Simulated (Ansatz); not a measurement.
**ZrVH6 (element-swapped structure): how the settings move a single-point run**

Question: which choices in the input matter for ZrVH6 (element-swapped structure)?

Method: reference: DFT r2SCAN, plane waves, PAW, scalar-relativistic, no spin polarisation, in Ansatz 0.2.0.

## (1) The starting structure

The structure is cubic, space group Fm-3m (No. 225). The conventional cell has a = 7.402 Å, b = 7.402 Å, c = 7.402 Å, α = 90.00°, β = 90.00°, γ = 90.00°. H (site symmetry 4mm) is surrounded by 1 Zr at 1.82 Å and 1 V at 1.88 Å. Zr (site symmetry m-3m) has 6 H at 1.82 Å as nearest neighbours. V (site symmetry m-3m) has 6 H at 1.88 Å as nearest neighbours.

Structure file:

```cif
data_structure
_symmetry_space_group_name_H-M 'P 1'
_symmetry_Int_Tables_number 1
_cell_length_a 5.2340
_cell_length_b 5.2340
_cell_length_c 5.2340
_cell_angle_alpha 60.000
_cell_angle_beta 60.000
_cell_angle_gamma 60.000
_cell_volume 101.39
loop_
_atom_site_label
_atom_site_type_symbol
_atom_site_fract_x
_atom_site_fract_y
_atom_site_fract_z
_atom_site_occupancy
H1 H 0.24575 0.75425 0.24575 1
H2 H 0.24575 0.75425 0.75425 1
H3 H 0.75425 0.24575 0.75425 1
H4 H 0.75425 0.24575 0.24575 1
H5 H 0.24575 0.24575 0.75425 1
H6 H 0.75425 0.75425 0.24575 1
Zr1 Zr 0.00000 0.00000 0.00000 1
V1 V 0.50000 0.50000 0.50000 1
```

## (2) The reference run

input.yaml

```yaml
crystal:
  lattice:
    - [0.0, 3.701007, 3.701007]
    - [3.701007, 0.0, 3.701007]
    - [3.701007, 3.701007, 0.0]
  atoms:
    - { symbol: H, position: [0.24575, 0.75425, 0.24575] }
    - { symbol: H, position: [0.24575, 0.75425, 0.75425] }
    - { symbol: H, position: [0.75425, 0.24575, 0.75425] }
    - { symbol: H, position: [0.75425, 0.24575, 0.24575] }
    - { symbol: H, position: [0.24575, 0.24575, 0.75425] }
    - { symbol: H, position: [0.75425, 0.75425, 0.24575] }
    - { symbol: Zr, position: [0.0, 0.0, 0.0] }
    - { symbol: V, position: [0.5, 0.5, 0.5] }
  symmetry: { tolerance: 0.0003 }
kpoints:
  mp_grid: { grid: [4, 4, 4], shift: [0, 0, 0] }
magnetization:
  spin_polarized: false
scf:
  occupations: { method: gaussian, width: 0.228 }
hamiltonian:
  pseudopotentials: { kind: paw }
  xc: r2scan
basis:
  ecutwfc: 500
output:
  forces: true
  stress: true
  eigenvalues: true
  write_density: true
  write_potential: true
  elf: true
  volumetric_format: npy
```

On the command line:

```sh
> ansatz run input.yaml --threads 1 --pin off --max-ram 2560MiB --backend cpu --events-out ev --progress --plain --runs-dir out
```

## (3) Changed: occupations.width 0.001, pseudopotentials.kind nc, pseudopotentials.accuracy standard

input.yaml: that of step 2 with these lines changed.

```diff
@@ -20,5 +20,5 @@
 scf:
-  occupations: { method: gaussian, width: 0.228 }
+  occupations: { method: gaussian, width: 0.001 }
 hamiltonian:
-  pseudopotentials: { kind: paw }
+  pseudopotentials: { kind: nc, accuracy: standard }
   xc: r2scan
@@ -30,5 +30 @@
   eigenvalues: true
-  write_density: true
-  write_potential: true
-  elf: true
-  volumetric_format: npy
```

## (4) Variant: mp_grid.grid [6, 6, 6], n_extra_bands 1, hubbard.sites [{species: Zr, l: d, u_eff: 8.0}], hubbard.double_counting fll

input.yaml: that of step 2 with these lines changed.

```diff
@@ -16,3 +16,3 @@
 kpoints:
-  mp_grid: { grid: [4, 4, 4], shift: [0, 0, 0] }
+  mp_grid: { grid: [6, 6, 6], shift: [0, 0, 0] }
 magnetization:
@@ -21,2 +21,3 @@
   occupations: { method: gaussian, width: 0.228 }
+  n_extra_bands: 1
 hamiltonian:
@@ -24,2 +25,3 @@
   xc: r2scan
+  hubbard: { sites: [{ species: Zr, l: d, u_eff: 8.0 }], double_counting: fll }
 basis:
```

## (5) Changing settings: mp_grid.grid [3, 3, 3]

input.yaml: that of step 2 with these lines changed.

```diff
@@ -16,3 +16,3 @@
 kpoints:
-  mp_grid: { grid: [4, 4, 4], shift: [0, 0, 0] }
+  mp_grid: { grid: [3, 3, 3], shift: [0, 0, 0] }
 magnetization:
@@ -30,5 +30 @@
   eigenvalues: true
-  write_density: true
-  write_potential: true
-  elf: true
-  volumetric_format: npy
```

## (6) Changing settings: preconditioner resta, xc revpbe, dispersion d4

input.yaml: that of step 2 with these lines changed.

```diff
@@ -21,5 +21,7 @@
   occupations: { method: gaussian, width: 0.228 }
+  mixing: { preconditioner: resta }
 hamiltonian:
   pseudopotentials: { kind: paw }
-  xc: r2scan
+  xc: revpbe
+  dispersion: d4
 basis:
@@ -30,5 +32 @@
   eigenvalues: true
-  write_density: true
-  write_potential: true
-  elf: true
-  volumetric_format: npy
```

What does the calculation give? Wanted: for each run, ending; energy change; pressure; gap; force.

**Answer**, as computed:

```
                                                                                                                     run     ending                                          energy change  pressure (GPa)  gap (eV)  force (eV/Å)  cycles   time
                                                                                                               reference  converged                                                      0            -0.1      0.00          2.28       8  3.1 s
                                1: occupations.width 0.001, pseudopotentials.kind nc, pseudopotentials.accuracy standard  converged                                         not comparable            -3.5      0.12          2.58      15  2.8 s
2: mp_grid.grid [6, 6, 6], n_extra_bands 1, hubbard.sites [{species: Zr, l: d, u_eff: 8.0}], hubbard.double_counting fll  converged  +663.8 meV/atom (U changed: no physical gain or loss)             4.4      0.00          1.95      11  5.4 s
                                                                                               3: mp_grid.grid [3, 3, 3]  converged                                          +2.9 meV/atom             0.0      0.00          2.27       9  2.4 s
                                                                       4: preconditioner resta, xc revpbe, dispersion d4  converged                                         not comparable            -0.8      0.00          2.16       9  1.6 s
```

Times don't compare one to one where runs were asked for different outputs or read a saved state (see the inputs); cycles may leave out searches for a lower state.

Residual by cycle in the longest SCF loop of each run; runs are numbered as in the table. The quantity is the density residual dr2, in eV.

```
cycle  reference    run 1    run 2    run 3    run 4
    1      0.222     47.7     9.28    0.288     0.95
    2     0.0252      392     4.12   0.0495     44.5
    4    0.00134     12.4    0.188  0.00241  0.00601
    5     1.6e-4     5.59   0.0206   1.3e-4  0.00284
    6     3.0e-6     3.04  0.00712   1.0e-5   3.1e-4
    7     2.6e-7    0.684   4.6e-4   2.7e-7   7.1e-6
    9          -  0.00279   2.5e-6   9.2e-9   8.3e-9
   10          -   9.8e-4   1.2e-7        -        -
   11          -   4.8e-4   4.8e-9        -        -
   12          -   2.7e-5        -        -        -
   14          -   1.1e-7        -        -        -
   15          -   1.3e-8        -        -        -
```

What this shows: «mp_grid.grid [3, 3, 3]» moves the energy by +2.9 meV/atom. Run 1 ran under the cutoff that the potentials recommend, as the log warns, so basis error is mixed into its values, and swamps them where the cutoff is far short. A changed U is a change of model: its shifts are not errors of convergence. The reference leaves spin out although V can carry a moment, so its state need not be the lowest.

Caveats on the reference run: its mesh is coarse for a cell with so small a gap or none; the cell is far from equilibrium (forces up to 2.3 eV/Å), so its values aren't those of the relaxed material; the structure is made up and not relaxed.
